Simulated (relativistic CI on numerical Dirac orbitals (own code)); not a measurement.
# W²⁺: 5d valence photoemission multiplets

Aim: the 5d valence photoemission spectrum of W²⁺ in 4 surroundings, from the same atomic integrals.

Method: Dirac-Coulomb-Breit CI, KLI orbitals optimised for each configuration, model QED (radiative potential, 1s self-energy scaled to tabulated hydrogen-like ionisation energies), valence Slater integrals scaled by 0.7, multiplet model of photoemission in the sudden approximation. Code: relativistic CI on numerical Dirac orbitals (own code) version 1.

**1. What is computed**

| Item | Value |
| --- | --- |
| ion | W²⁺ (W III) |
| nuclear charge | 74 |
| electrons | 72 |
| configurations | [Xe] 4f14 5d4 → [Xe] 4f14 5d3 |
| temperature | 80 K |
| widths | Lorentz 0.42 eV, Gauss 0.5 eV |
| surrounding 1 | free ion |
| surrounding 2 | D3d, 10Dq = 18750, Dsigma = -1200, Dtau = 390 cm⁻¹ |
| surrounding 3 | D3d, 10Dq = 18750, Dsigma = -720, Dtau = 390 cm⁻¹ |
| surrounding 4 | D3d, 10Dq = 18750, Dsigma = -240, Dtau = 390 cm⁻¹ |

**2. Surrounding 1: free ion**

Input settings:

```ini
atom W  Z=74  charge=2  electrons=72
nucleus A=184  rms_radius_fm=5.3658
hamiltonian dirac-coulomb  breit=on  qed=on  c_scale=1
orbitals kli  potential=per-configuration
slater_scale 0.7
correlation none
mixing on
configurations
  [Xe] 4f14 5d4
  [Xe] 4f14 5d3
end
photoemission 5d valence T=80 lorentz=0.42 gauss=0.5
crystal_field free
```

**3. Surrounding 2: D3d, 10Dq = 18750, Dsigma = -1200, Dtau = 390**

The settings differ from step 2 so:

```diff
@@ -12,2 +12,2 @@
 photoemission 5d valence T=80 lorentz=0.42 gauss=0.5
-crystal_field free
+crystal_field D3d 10Dq=18750 Dsigma=-1200 Dtau=390
```

**4. Surrounding 3: D3d, 10Dq = 18750, Dsigma = -720, Dtau = 390**

The settings differ from step 3 so:

```diff
@@ -12,2 +12,2 @@
 photoemission 5d valence T=80 lorentz=0.42 gauss=0.5
-crystal_field D3d 10Dq=18750 Dsigma=-1200 Dtau=390
+crystal_field D3d 10Dq=18750 Dsigma=-720 Dtau=390
```

**5. Surrounding 4: D3d, 10Dq = 18750, Dsigma = -240, Dtau = 390**

The settings differ from step 4 so:

```diff
@@ -12,2 +12,2 @@
 photoemission 5d valence T=80 lorentz=0.42 gauss=0.5
-crystal_field D3d 10Dq=18750 Dsigma=-720 Dtau=390
+crystal_field D3d 10Dq=18750 Dsigma=-240 Dtau=390
```

(Steps that only read results are left out.)

What does the calculation give? Wanted: highest peak, first run; ground spin.

The runs gave:

| surrounding | ground S | centroid (eV) | spread (eV) | up to four highest peaks (% of the highest), eV |
| --- | --- | --- | --- | --- |
| 1: free | 1.82 | 24.76 | 0.61 | 24.4 (100), 25.5 (34) |
| 2: D3d | 1.05 | 25.16 | 0.85 | 24.4 (93), 25.6 (100) |
| 3: D3d | 1.04 | 25.15 | 0.85 | 24.4 (94), 25.6 (100) |
| 4: D3d | 1.03 | 25.16 | 0.83 | 24.4 (96), 25.5 (100) |

| quantity | value |
| --- | --- |
| highest peak, first run | 24.4 eV |
| ground spin (effective S from ⟨S²⟩) | 1.03 to 1.82 |

In words: The ground spin changes between the runs (1.82 to 1.03), and the line shape with it. The position of the maximum differs by up to 1.2 eV between the surroundings, by shifts of peaks or by peaks exchanging rank. Energies are those of the free ion without screening by ligands; binding energies in solids differ by tens of eV.
